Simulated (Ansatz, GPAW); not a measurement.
# BN with PBE in single-zeta orbitals from a Python script

These are simulated results from GPAW 26.7.0, not measurements. The cell was built from a prototype and was relaxed with r2SCAN in plane waves (Ansatz 0.2.0). Not every such cell is a known phase. All runs are without spin polarisation.

The symmetry is F-43m (No. 216, cubic); a = 3.610 Å in the conventional setting, 5.88 Å³ an atom. B is surrounded by 4 N at 1.56 Å; N is surrounded by 4 B at 1.56 Å.

The basis is minimal: single zeta, one radial function for each shell that the log's basis lists. It describes the filled bands fairly and the empty ones poorly.

The script, run.py:

```python
import json
from ase import Atoms
from gpaw import GPAW, PW, FermiDirac

atoms = Atoms(['B', 'N'],
              cell=[[-0.0, 1.804825, 1.804825], [1.804825, 0.0, 1.804825], [1.804825, 1.804825, 0.0]],
              scaled_positions=[[-0.0, 0.0, 0.0], [0.25, 0.25, 0.25]],
              pbc=True)
calc = GPAW(mode='lcao', basis='sz(dzp)', h=0.2, xc='PBE', kpts={'size': (8, 8, 8), 'gamma': True},
            occupations=FermiDirac(0.02), maxiter=100, legacy_gpaw=True, txt='gpaw.txt')
atoms.calc = calc
res = {'energy': atoms.get_potential_energy(force_consistent=True)}
res['electrons'] = calc.get_number_of_electrons()
res['k'] = calc.get_ibz_k_points().tolist()
res['levels'] = [calc.get_eigenvalues(kpt=i).tolist() for i in range(len(res['k']))]
points = [[0.0, 0.0, 0.0], [-0.5, -0.5, 0.0], [-0.375, -0.375, 0.25], [-0.375, 0.0, 0.375], [0.0, 0.0, 0.5], [-0.5, -0.25, 0.25], [0.0, 0.5, 0.5]]
bands = calc.fixed_density(kpts=points, symmetry='off', txt='bands.txt')
res['points'] = [bands.get_eigenvalues(kpt=i).tolist() for i in range(len(points))]
json.dump(res, open('results.json', 'w'))
print('free energy (eV):', round(res['energy'], 5))
```

Command: `python run.py`. It took 7.7 s on 1 thread of Arm Neoverse V2, on a shared host, peak memory 0.12 GiB.

The log gpaw.txt, trimmed of paths, versions and times, then the last line on the terminal. An iter line gives the energy in eV and the logarithms of the changes of orbitals (plane waves alone) and density (c: converged):

```
___ ___ ___ _ _ _
 |   |   |_  | | | |

 | | | | | . | | | |

 |__ |  _|___|_____|  26.7.0
 |___|_|

Input parameters:
  basis: sz(dzp)
  h: 0.2
  kpts: {gamma: True,
         size: (8, 8, 8)}
  maxiter: 100
  mode: lcao
  occupations: {fixmagmom: False,
                name: fermi-dirac,
                width: 0.02}
  xc: PBE

System changes: positions, numbers, cell, pbc, initial_charges, initial_magmoms

Initialize ...

species:
  B:
    name:    Boron
    Z:       5.0
    valence: 3
    core:    2
    charge:  0.0  # [|e|]
    compensation charges:
      type: gauss
      rc: 0.20  # [Å]
      lmax: 2
    cutoffs:
      filter: 1.14  # [Å]
      core: 1.38  # [Å]
    projectors
    | kind |    occ | energy [eV] | rcut [Å] |

    |------|--------|-------------|----------|

    |   2s |  2.000 |      -9.443 |    0.635 |

    |   2p |  1.000 |      -3.606 |    0.635 |

    |    s |        |      17.768 |    0.635 |

    |    p |        |      23.605 |    0.635 |

    |    d |        |       0.000 |    0.635 |

    LCAO basis set for B:
      Name: sz(dzp)
      Number of radial functions: 2
      Number of spherical harmonics: 4
        l=0, rc=6.6719 Bohr: 2s-sz confined orbital
        l=1, rc=8.2188 Bohr: 2p-sz confined orbital
      Number of RI-basis functions 0

  N:
    name:    Nitrogen
    Z:       7.0
    valence: 5
    core:    2
    charge:  0.0  # [|e|]
    compensation charges:
      type: gauss
      rc: 0.18  # [Å]
      lmax: 2
    cutoffs:
      filter: 1.11  # [Å]
      core: 0.96  # [Å]
    projectors
    | kind |    occ | energy [eV] | rcut [Å] |

    |------|--------|-------------|----------|

    |   2s |  2.000 |     -18.583 |    0.603 |

    |   2p |  3.000 |      -7.089 |    0.529 |

    |    s |        |       8.629 |    0.603 |

    |    p |        |      20.123 |    0.529 |

    |    d |        |       0.000 |    0.577 |

    LCAO basis set for N:
      Name: sz(dzp)
      Number of radial functions: 2
      Number of spherical harmonics: 4
        l=0, rc=4.8594 Bohr: 2s-sz confined orbital
        l=1, rc=6.0625 Bohr: 2p-sz confined orbital
      Number of RI-basis functions 0

Reference energy: -2151.211071  # eV

Spin-paired calculation

Convergence criteria:
 Maximum [total energy] change in last 3 cyles: 0.0005 eV / valence electron
 Maximum integral of absolute [dens]ity change: 0.0001 electrons / valence electron
 Maximum integral of absolute [eigenst]ate change: 4e-08 eV^2 / valence electron
 Maximum number of scf [iter]ations: 100
 (Square brackets indicate name in SCF output, whereas a 'c' in
 the SCF output indicates the quantity has converged.)

Symmetries present (total): 24

  ( 1  0  0)  ( 1  0  0)  ( 1  0 -1)  ( 1  0 -1)  ( 1 -1  0)  ( 1 -1  0)
  ( 0  1  0)  ( 0  0  1)  ( 0  1 -1)  ( 0  0 -1)  ( 0 -1  1)  ( 0 -1  0)
  ( 0  0  1)  ( 0  1  0)  ( 0  0 -1)  ( 0  1 -1)  ( 0 -1  0)  ( 0 -1  1)

  ( 0  1  0)  ( 0  1  0)  ( 0  1 -1)  ( 0  1 -1)  ( 0  0  1)  ( 0  0  1)
  ( 1  0  0)  ( 0  0  1)  ( 1  0 -1)  ( 0  0 -1)  ( 1  0  0)  ( 0  1  0)
  ( 0  0  1)  ( 1  0  0)  ( 0  0 -1)  ( 1  0 -1)  ( 0  1  0)  ( 1  0  0)

  ( 0  0 -1)  ( 0  0 -1)  ( 0 -1  1)  ( 0 -1  1)  ( 0 -1  0)  ( 0 -1  0)
  ( 1  0 -1)  ( 0  1 -1)  ( 1 -1  0)  ( 0 -1  0)  ( 1 -1  0)  ( 0 -1  1)
  ( 0  1 -1)  ( 1  0 -1)  ( 0 -1  0)  ( 1 -1  0)  ( 0 -1  1)  ( 1 -1  0)

  (-1  1  0)  (-1  1  0)  (-1  0  1)  (-1  0  1)  (-1  0  0)  (-1  0  0)
  (-1  0  1)  (-1  0  0)  (-1  1  0)  (-1  0  0)  (-1  1  0)  (-1  0  1)
  (-1  0  0)  (-1  0  1)  (-1  0  0)  (-1  1  0)  (-1  0  1)  (-1  1  0)

512 k-points: 8 x 8 x 8 Monkhorst-Pack grid + [1/16,1/16,1/16]
29 k-points in the irreducible part of the Brillouin zone
       k-points in crystal coordinates                weights
   0:     0.00000000    0.00000000    0.00000000          1/512
   1:     0.12500000    0.12500000    0.00000000          6/512
   2:     0.12500000    0.12500000    0.12500000          8/512
   3:     0.25000000    0.12500000    0.12500000         12/512
   4:     0.25000000    0.25000000    0.00000000          6/512
   5:     0.25000000    0.25000000    0.12500000         24/512
   6:     0.25000000    0.25000000    0.25000000          8/512
   7:     0.37500000    0.25000000   -0.37500000         24/512
   8:     0.37500000    0.25000000    0.12500000         24/512
   9:     0.37500000    0.25000000    0.25000000         24/512
          ...
  28:     0.50000000    0.50000000    0.50000000          4/512

Wave functions: LCAO
  Diagonalizer: Serial LAPACK
  Atomic Correction: dense with blas
  Data-type: complex

Occupation numbers: Fermi-Dirac:
  width: 0.0200  # eV

Eigensolver
   LCAO using direct dense diagonalizer

Densities:
  Coarse grid: 12*12*12 grid
  Fine grid: 24*24*24 grid
  Total Charge: 0.000000

Density mixing:
  Method: separate
  Backend: msr1
  Linear mixing parameter: 0.05
  old densities: 10
  Width of damping distribution: 1.1
  Damping of long wavelength oscillations: 20

Hamiltonian:
  XC and Coulomb potentials evaluated on a 24*24*24 grid
  Using the PBE Exchange-Correlation functional
  Interpolation: tri-quintic (5. degree polynomial)
  Poisson solver: FastPoissonSolver using
    Stencil: 12*3+1=37 point O(h^6) finite-difference Laplacian
    FFT axes: [np.int64(0), np.int64(1), np.int64(2)]
    FST axes: []

XC parameters: PBE with 2 nearest neighbor stencil

Memory estimate:
  Process memory now: 109.23 MiB
  Calculator: 4.24 MiB
    Density: 1.91 MiB
      Arrays: 0.34 MiB
      Localized functions: 1.30 MiB
      Mixer: 0.26 MiB
    Hamiltonian: 0.33 MiB
      Arrays: 0.22 MiB
      XC: 0.00 MiB
      Poisson: 0.00 MiB
      vbar: 0.11 MiB
    Wavefunctions: 2.00 MiB
      C [qnM]: 0.03 MiB
      S, T [2 x qmm]: 0.06 MiB
      P [aqMi]: 0.01 MiB
      BasisFunctions: 1.91 MiB
      Eigensolver: 0.00 MiB

Total number of cores used: 1

Number of atoms: 2
Number of atomic orbitals: 8
Number of bands in calculation: 8
Number of valence electrons: 8
Bands to converge: occupied
Positions:
   0 B      0.000000    0.000000    0.000000    ( 0.0000,  0.0000,  0.0000)
   1 N      0.902412    0.902412    0.902412    ( 0.0000,  0.0000,  0.0000)

Unit cell:
           periodic     x           y           z      points  spacing
  1. axis:    yes   -0.000000    1.804825    1.804825    12     0.1737
  2. axis:    yes    1.804825    0.000000    1.804825    12     0.1737
  3. axis:    yes    1.804825    1.804825    0.000000    12     0.1737

  Lengths:   2.552408   2.552408   2.552408
  Angles:   60.000000  60.000000  60.000000

Effective grid spacing dv^(1/3) = 0.1895

iter:   1   -16.039752        c
iter:   2   -15.958219        c -0.94
iter:   3   -15.685292        c -0.98
iter:   4   -15.686827        c -1.56
iter:   5   -15.687845c       c -1.88
iter:   6   -15.687818c       c -3.08
iter:   7   -15.687826c       c -3.80
iter:   8   -15.687826c       c -5.08c

Converged after 8 iterations.

Energy contributions relative to reference atoms: (reference = -2151.211071)

Kinetic:        +13.489143
Potential:      -12.456923
External:        +0.000000
XC:             -17.333766
Entropy (-ST):   -0.000000
Local:           +0.613720
SIC:             +0.000000
--------------------------
Free energy:    -15.687826
Extrapolated:   -15.687826

Showing only first 2 kpts
 Kpt  Band  Eigenvalues  Occupancy
  0     2     10.20356    2.00000
  0     3     10.21909    2.00000
  0     4     19.47007    0.00000
  0     5     19.47007    0.00000

  1     2      8.97305    2.00000
  1     3      8.98090    2.00000
  1     4     18.82470    0.00000
  1     5     21.14646    0.00000

Fermi level: 12.54973

Gap: 6.480 eV
Transition (v -> c):
  (s=0, k=0, n=3, [0.00, 0.00, 0.00]) -> (s=0, k=24, n=4, [0.50, 0.50, 0.00])
Direct/indirect transitions are different
Direct gap: 9.251 eV
Transition at: (s=0, k=0, n=3, [0.00, 0.00, 0.00])

free energy (eV): -15.68783
```

The gap in the log is over the mesh alone; results.json adds the listed points. PBE in single-zeta orbitals gives a gap of 6.48 eV. On the same cell, plane-wave PBE (Ansatz, 12×12×12 k points and the special points) gives a gap of 4.48 eV and r2SCAN a gap of 5.00 eV; on shared hosts these took about 1 and 1.9 core-seconds on the 2-atom cell, against 7.7 for the script. Semilocal gaps usually lie below measured ones.
